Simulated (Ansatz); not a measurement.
**GeAs+ (singlet): the correlation ladder, cc-pVDZ**

The task here is to estimate one member of a computed series from the others.

The runs use Ansatz 0.2.0, Gaussian basis; cc-pVDZ, core rule «outside noble gas», up to 28 orbitals frozen.

The runs, in order: UHF; CCSD(T) on RHF; CCSD(T) on UHF; BCCD(T) on RHF; CISD; CCSDT(Q) on RHF; CCSDT(Q) on UHF; CISDTQ; CCSDTQ on RHF; CCSDTQ on UHF; CASSCF and MRCISD+Q, 8 electrons in 8 orbitals; CASSCF and NEVPT2, 8 electrons in 8 orbitals; Full CI.

4 further runs of the same task are left out: 4 set aside as unsound or not needed.

### What is computed

The geometry is a PBE0/def2-TZVP stationary point (not a proven minimum) of the parent state, kept for this charge and spin. No spin-orbit coupling is included. The filled d shell of Ge, As may be among the frozen orbitals whatever the setting's name suggests; the logs give the count.

2 atoms, charge 1, spin multiplicity 1.

Atoms are counted from 1 here; the program's logs count them from 0.

Bond lengths: Ge1–As2 2.405 Å.

The first run:

File in.yaml:

```yaml
crystal:
  periodic: [false, false, false]
  atoms:
    - {symbol: Ge, position_ang: [0.000000, 0.000000, 0.000000]}
    - {symbol: As, position_ang: [0.000000, 0.000000, 2.405300]}
basis:
  gaussian: {orbitals: cc-pVDZ}
total_charge: 1
magnetization: {spin_polarized: true, initial_magnetization: 0}
hamiltonian: {xc: hf}
output: {orbitals: {seedname: orbitals}}
```

Started as:

```console
$ ansatz run in.yaml --threads 1 --pin off --events-out ev --progress --plain --max-ram 4096MiB --backend cpu
```

Among the steps run: UHF; CCSD(T) on RHF; CCSD(T) on UHF; BCCD(T) on RHF; CISD; CCSDT(Q) on RHF; CCSDT(Q) on UHF; CISDTQ; CCSDTQ on RHF; CCSDTQ on UHF; CASSCF and MRCISD+Q, 8 electrons in 8 orbitals; CASSCF and NEVPT2, 8 electrons in 8 orbitals; Full CI.

One of the session's tables, all rows but one given; the rest of the session is left out.

```
   method  from FCI (meV)
      RHF         +4955.6
     RMP2               ?
     CISD          +792.5
    RCCSD          +417.8
 RCCSD(T)          +199.4
  BCCD(T)          +203.5
   RCCSDT           +81.7
   CISDTQ          +100.6
RCCSDT(Q)            +4.3
  RCCSDTQ            +4.3
      FCI               0
```

Q: Estimate the row for RMP2 from the others.

As computed: from FCI (meV): +1368.3. In the column «from FCI (meV)» it lies between CISD (+792.5) and RHF (+4955.6).

To keep in mind: The report flags that the cluster equations may have other roots. Left out of the table: CASSCF valence, NEVPT2 valence, MRCISD valence, MRCISD+Q valence (the active space lost an orbital or holds another state than full CI finds). Left out of the table: UHF, UMP2, UCCSD, UCCSD(T), UCCSDT, UCCSDT(Q), UCCSDTQ (another determinant or state than the rows shown). The program flags RCCSDT(Q), RCCSDTQ as in doubt, so those rows may rest on another solution; read them beside their warnings.
